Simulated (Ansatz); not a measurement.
# GeC₂+ (quartet): from Hartree-Fock to the top rungs, cc-pVTZ

The task here is to estimate one member of a computed series from the others.

Computed with Ansatz 0.2.0, Gaussian basis. Level: cc-pVTZ, core rule «outside noble gas», up to 16 orbitals frozen.

To be run: UHF; CCSD(T) on ROHF; CCSD(T) on UHF; BCCD(T) on ROHF; CCSDT(Q) on ROHF; CCSDT(Q) on UHF; CASSCF and NEVPT2, 11 electrons in 12 orbitals.

6 further runs of the same task are left out: 6 set aside as unsound or not needed.

### What is computed

The geometry is a PBE0/def2-TZVP stationary point (not a proven minimum) of the parent state, kept for this charge and spin. No spin-orbit coupling is included. The filled d shell of Ge may be among the frozen orbitals whatever the setting's name suggests; the logs give the count.

3 atoms, charge 1, spin multiplicity 4.

Atoms are counted from 1 here; the program's logs count them from 0.

Bond lengths: C1–C2 1.234 Å, C2–Ge3 1.890 Å. Angles: C1–C2–Ge3 180.0°.

Coordinates:

```xyz
3
C2Ge
C     0.0000    0.0000   -1.4525
C     0.0000    0.0000   -0.2188
Ge    0.0000    0.0000    1.6713
```

Set-up of the first run:

Contents of in.yaml:

```yaml
crystal:
  periodic: [false, false, false]
  atoms:
    - {symbol: C, position_ang: [0.000000, 0.000000, -1.452500]}
    - {symbol: C, position_ang: [0.000000, 0.000000, -0.218800]}
    - {symbol: Ge, position_ang: [0.000000, 0.000000, 1.671300]}
basis:
  gaussian: {orbitals: cc-pVTZ}
total_charge: 1
magnetization: {spin_polarized: true, initial_magnetization: 3}
hamiltonian: {xc: hf}
output: {orbitals: {seedname: orbitals}}
```

Command:

```console
ansatz run in.yaml --threads 1 --pin off --events-out ev --progress --plain --max-ram 2816MiB --backend cpu
```

Among the steps run: UHF; CCSD(T) on ROHF; CCSD(T) on UHF; BCCD(T) on ROHF; CCSDT(Q) on ROHF; CCSDT(Q) on UHF; CASSCF and NEVPT2, 11 electrons in 12 orbitals.

One table of the session follows, with a row left open; its other results are not shown here.

It belongs to the step «Misses and costs». 

```
        method  from RCCSDT(Q) (kJ/mol)
          ROHF                   +865.0
           UHF                   +829.1
          RMP2                   +157.5
          UMP2                   +179.0
         RCCSD                    +64.5
         UCCSD                    +64.2
      RCCSD(T)                    +21.1
      UCCSD(T)                    +22.5
       BCCD(T)                    +21.1
        RCCSDT                     +8.9
        UCCSDT                     +8.9
     RCCSDT(Q)                        0
     UCCSDT(Q)                     -0.7
CASSCF valence                        ?
NEVPT2 valence                    +98.3
```

**Question.** Estimate the row for CASSCF valence.

The run gave: from RCCSDT(Q) (kJ/mol): +508.7. In the column «from RCCSDT(Q) (kJ/mol)» it lies between UMP2 (+179.0) and UHF (+829.1).

Caveats from the session: Restricted and unrestricted rows rest on different reference determinants; where their highest levels disagree by more than a few hundredths of an eV, they describe different states and don't form one ladder.
